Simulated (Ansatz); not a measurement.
Crystal: Be4NiGe.

```
CELL_PARAMETERS angstrom
0.00000 3.06591 3.06591
3.06591 0.00000 3.06591
3.06591 3.06591 0.00000
ATOMIC_POSITIONS crystal
Ge 0.00000 0.00000 0.00000
Ni 0.25000 0.25000 0.25000
Be 0.13021 0.62326 0.62326
Be 0.62326 0.62326 0.62326
Be 0.62326 0.62326 0.13021
Be 0.62326 0.13021 0.62326
```

The cell comes from a database or a generator and needn't be the stable form of this composition.

| Item | Value |
| --- | --- |
| Program | Ansatz 0.2.0 |
| Task | single point |
| Functional | PBE |
| Potentials or basis | Ansatz PAW |
| Cutoff | 420 eV (not typed: the program's choice for these potentials) |
| k mesh | 8 × 8 × 8 |
| Occupations | fermi-dirac, width 0.05 eV |
| Spin | collinear spin, ferromagnetic start |
| Starting moments | [0.0, 1.0, 0.0, 0.0, 0.0, 0.0] μB |

On this cell: pressure -0.4 GPa; largest force 0.023 eV/Å; net moment 0.00 μB per cell; band gap on the k mesh none (metal or under the smearing width).

The same run follows on a disturbed copy (atoms moved at random, drawn with an rms of 0.05 Å):

```
Ge Ni Be
1.0
     0.00000    3.06591    3.06591
     3.06591    0.00000    3.06591
     3.06591    3.06591    0.00000
Ge Ni Be
1 1 4
Cartesian
  0.0167 0.0351 0.0438
  1.5402 1.5045 1.5595
  3.7974 2.3514 2.2656
  3.7998 3.8203 3.8307
  2.3135 2.3083 3.8902
  2.3335 3.8507 2.3338
```

Problem. What does the disturbed cell give?

Solution. The energy (extrapolated to zero smearing) moves by +8.1 meV/atom; pressure -0.1 GPa; largest force 0.547 eV/Å; net moment 0.00 μB per cell; band gap on the k mesh none (metal or under the smearing width).

Forces in eV/Å, atoms in the order of the input:
```
Ge  -0.094 -0.065 -0.186
Ni  -0.022  0.124 -0.006
Be   0.051 -0.253  0.447
Be   0.329  0.086  0.183
Be   0.138  0.157 -0.505
Be  -0.401 -0.048  0.067
```

Stress tensor (GPa, compression positive):
```
-0.48 -0.25  0.12
-0.25 -0.23  0.13
 0.12  0.13  0.26
```

Caveats: the starting moments weren't kept.
